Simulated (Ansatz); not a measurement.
# ZrBr4: basis-set convergence

One table from this session's results is given with a row withheld; the runs are named, their logs left out.

Computed with Ansatz 0.2.0, Gaussian basis. Level: one geometry, several basis sets.

Levels to be run: PBE0-D4/def2-SVP; ωB97M-V/def2-SVP; PBE0-D4/def2-QZVPP; ωB97M-V/def2-QZVPP; the functionals' def2-TZVPP values are taken from earlier runs.

2 further runs of the same task are left out: 2 that didn't finish.

### The geometry

All runs share one geometry, relaxed beforehand with PBE0-D4 in a triple-zeta def2 set. Zr takes the def2 core potential; no spin-orbit term is included.

SMILES `[Br][Zr]([Br])([Br])[Br]`, 5 atoms, charge 0, spin multiplicity 1.

Atoms are counted from 1 here; the program's logs count them from 0.

Bond lengths: Br1–Zr2 2.466 Å, Zr2–Br3 2.466 Å, Zr2–Br4 2.467 Å, Zr2–Br5 2.466 Å. Angles: Br1–Zr2–Br3 109.5°, Br1–Zr2–Br4 109.5°, Br1–Zr2–Br5 109.5°, Br3–Zr2–Br4 109.4°, Br3–Zr2–Br5 109.5°, Br4–Zr2–Br5 109.5°.

As a file:

```
Br   -1.20910   -0.42486    2.09624
Zr    0.01002   -0.01473   -0.00825
Br    2.27675   -0.97332    0.15396
Br   -1.19819   -1.07510   -1.87894
Br    0.17041    2.41442   -0.40452
```

Set-up of the first run:

The input, in.yaml:

```yaml
crystal:
  periodic: [false, false, false]
  atoms:
    - {symbol: Br, position_ang: [-1.209095, -0.424858, 2.096244]}
    - {symbol: Zr, position_ang: [0.010025, -0.014730, -0.008245]}
    - {symbol: Br, position_ang: [2.276746, -0.973325, 0.153965]}
    - {symbol: Br, position_ang: [-1.198191, -1.075104, -1.878942]}
    - {symbol: Br, position_ang: [0.170414, 2.414416, -0.404523]}
basis:
  gaussian: {orbitals: def2-SVP}
hamiltonian: {xc: pbe0, dispersion: d4}
output: {orbitals: {seedname: orbitals}}
```

Started as:

```console
$ ansatz run in.yaml --threads 2 --pin off --events-out ev --progress --plain --max-ram 22528MiB --backend cpu
```

Steps of the session up to this table: PBE0-D4 in def2-SVP; ωB97M-V in def2-SVP; PBE0-D4 in def2-QZVPP; ωB97M-V in def2-QZVPP.

One table of the session follows, with a row left open; its other results are not shown here.

It belongs to the step «Functionals by basis». 

| functional | basis | HOMO (eV) | LUMO (eV) |
| --- | --- | --- | --- |
| PBE0-D4 | def2-SVP | -8.90 | -2.85 |
| PBE0-D4 | def2-TZVPP | -8.90 | -2.84 |
| PBE0-D4 | def2-QZVPP | -8.90 | -2.83 |
| ωB97M-V | def2-SVP | -11.01 | -0.83 |
| ωB97M-V | def2-TZVPP | -11.04 | -0.87 |
| ωB97M-V | def2-QZVPP | ? | ? |

**Question.** Estimate the row for ωB97M-V, def2-QZVPP.

**Answer.** HOMO (eV): -11.03; LUMO (eV): -0.85. In the column «HOMO (eV)» it lies between ωB97M-V, def2-TZVPP (-11.04) and ωB97M-V, def2-SVP (-11.01).
